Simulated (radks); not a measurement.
# Spin polarisation of the 4f shell in Sm²⁺

Aim: the energy gained and the exchange splitting as electrons of the 4f shell of Sm²⁺ are turned from spin down to spin up.

Method: non-relativistic Kohn-Sham, TPSS, spin-polarised, spherical densities, point nucleus. Code: radks (a radial shooting solver on a logarithmic mesh, Libxc functionals) version 1.

## Step 1: What is computed

- element: samarium (Z = 62)
- charge: +2
- electrons: 60
- configuration: [Xe] 4f(up 3, down 3)

A shell typed twice in an input gives spin up, then spin down.

## Step 2: No moment

Input:

```text
Z 62
configuration [Xe] 4f3 4f3
relativity non-relativistic
functional tpss,tpss
spin polarised
nucleus point
```

## Step 3: moment 1 in 4f

Input:

```text
Z 62
configuration [Xe] 4f3.5 4f2.5
relativity non-relativistic
functional tpss,tpss
spin polarised
nucleus point
```

## Step 4: moment 2 in 4f

Input:

```text
Z 62
configuration [Xe] 4f4 4f2
relativity non-relativistic
functional tpss,tpss
spin polarised
nucleus point
```

## Step 5: moment 3 in 4f

Input:

```text
Z 62
configuration [Xe] 4f4.5 4f1.5
relativity non-relativistic
functional tpss,tpss
spin polarised
nucleus point
```

## Step 6: moment 4 in 4f

Input:

```text
Z 62
configuration [Xe] 4f5 4f1
relativity non-relativistic
functional tpss,tpss
spin polarised
nucleus point
```

## Step 7: moment 5 in 4f

Input:

```text
Z 62
configuration [Xe] 4f5.5 4f0.5
relativity non-relativistic
functional tpss,tpss
spin polarised
nucleus point
```

## Step 8: moment 6 in 4f

Input:

```text
Z 62
configuration [Xe] 4f6 4f0
relativity non-relativistic
functional tpss,tpss
spin polarised
nucleus point
```

**Question.** What will these runs give? Wanted: for each run, moment; E − E(0); ε(4f up); ε(4f down); splitting.

As calculated:

| moment (μB) | E − E(0) (eV) | ε(4f up) (eV) | ε(4f down) (eV) | splitting (eV) |
| --- | --- | --- | --- | --- |
| 0 | 0.000 | -18.341 | -18.341 | 0.000 |
| 1 | -0.193 | -18.707 | -17.937 | 0.771 |
| 2 | -0.771 | -19.034 | -17.493 | 1.541 |
| 3 | -1.734 | -19.320 | -17.009 | 2.311 |
| 4 | -3.081 | -19.564 | -16.484 | 3.079 |
| 5 | -4.813 | -19.762 | -15.915 | 3.847 |
| 6 | -6.928 | -19.911 | -15.299 | 4.612 |

What this shows: At a moment of 6 μB the energy has fallen by 6.93 eV and the 4f levels split by 4.61 eV, 0.769 eV per μB. The Stoner form E = −I m²/4 would give I = 0.770 eV. The energy falls at every step.
